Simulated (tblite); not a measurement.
# CH9BClOSi3: the cost of one run

Computed with tblite 0.8.0 and PySCF 2.14.0; each step states its level. No surroundings beyond the atoms listed, unless a continuum is named. Atoms count from 0, parts from 1.

### 1 The system as given

16 atoms, charge 0, multiplicity 2; geometry: distance geometry start.

### 2 Relaxing the cluster with GFN2-xTB

Job settings and geometry (Å):

```
{"job": {"kind": "relax", "xc": "GFN2-xTB", "basis": "xTB"}, "charge": 0, "multiplicity": 2}
Si    -0.026998     0.027311    -0.330386
C      1.474545    -0.857074     0.237739
Si     2.931087     0.033246    -0.557826
Cl    -0.640471    -0.504561    -2.247973
B     -1.558473    -0.267558     0.872662
Si    -3.251330     0.432593     0.154291
O      0.339257     1.704030    -0.298866
H      1.641066    -0.786933     1.340112
H      1.513382    -1.946120    -0.081683
H      2.662335     0.111868    -2.015340
H      4.137869    -0.774043    -0.328251
H      3.017604     1.386963     0.026023
H     -1.441562    -0.597860     1.975375
H     -3.181821     0.250554    -1.314812
H     -3.208057     1.900721     0.349797
H     -4.430258    -0.183688     0.761743
```

With the program's defaults for keys left out, this is: GFN2-xTB geometry optimisation, gas phase.

Command:

```
> OMP_NUM_THREADS=1 python cluster_run.py task.json out
```

One launch serves the whole session: the jobs run in the order shown.

**Question.** How long does this first job take on 1 thread of Arm Neoverse V1, shared host?

About 10 s.
